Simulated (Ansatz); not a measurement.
# TmCdBr: the cost of one run

Method: DFT PBE, scalar-relativistic, plane waves, PAW; 4f electrons in the core of a trivalent norm-conserving potential, in Ansatz 0.2.0.

## (1) The starting structure

Symmetry: P4/nmm, No. 129, tetragonal system. Conventional cell: a = 4.274 Å, b = 4.274 Å, c = 7.761 Å, α = 90.00°, β = 90.00°, γ = 90.00°. Tm (site symmetry -4m2) is surrounded by 4 Cd at 2.62 Å and 4 Tm at 3.02 Å and 4 Br at 3.46 Å. Cd (site symmetry 4mm) has 4 Tm at 2.62 Å and 5 Br at 3.25 to 3.53 Å in its first shell of neighbours. Br (site symmetry 4mm) has 5 Cd at 3.25 to 3.53 Å and 4 Tm at 3.46 Å in its first shell of neighbours.

Structure file:

```xyz
6
Lattice="4.2742 0.0000 0.0000 0.0000 4.2742 0.0000 0.0000 0.0000 7.7611" Properties=species:S:1:pos:R:3 pbc="T T T"
Tm    2.1371    2.1371    0.0000
Tm    0.0000    0.0000    0.0000
Cd    0.0000    2.1371    1.5134
Cd    2.1371    0.0000    6.2477
Br    0.0000    2.1371    5.0447
Br    2.1371    0.0000    2.7164
```

A structure generator made this guess: species swapped into a database cell of PbBrF (P4/nmm, No. 129), with Cd on the Pb sites and Tm on the F sites. Lengths come from tabulated atomic sizes and are only a guess.

## (2) The guess as it stands, on a coarse mesh

input.yaml reads:

```yaml
crystal:
  lattice:
    - [4.27421064, 0.0, 0.0]
    - [0.0, 4.27421064, 0.0]
    - [0.0, 0.0, 7.76106716]
  atoms:
    - { symbol: Tm, position: [0.5, 0.5, 0.0] }
    - { symbol: Tm, position: [0.0, 0.0, 0.0] }
    - { symbol: Cd, position: [0.0, 0.5, 0.19499999] }
    - { symbol: Cd, position: [0.5, 0.0, 0.80500001] }
    - { symbol: Br, position: [0.0, 0.5, 0.64999998] }
    - { symbol: Br, position: [0.5, 0.0, 0.35000002] }
basis:
  ecutwfc: 690
kpoints:
  mp_grid: { grid: [4, 4, 2] }
hamiltonian:
  xc: pbe
  pseudopotentials:
    kind: paw
    azcp: { Tm: "pseudopotentials/pbe/nc/lanthanide_3plus/Tm.nc.azcp" }
scf:
  occupations: { method: gaussian, width: 0.1 }
  lower_state_search: "off"
output:
  forces: true
  stress: true
  eigenvalues: true
```

Launch:

```sh
$ ansatz run input.yaml --threads 1 --pin off --max-ram 2560MiB --backend cpu --events-out ev --progress --plain --runs-dir out
```

**Question.** How long does this run take on 1 thread of Arm Neoverse V2, shared host, and how much memory does it need?

About 11 s, with a peak of 0.49 GiB.
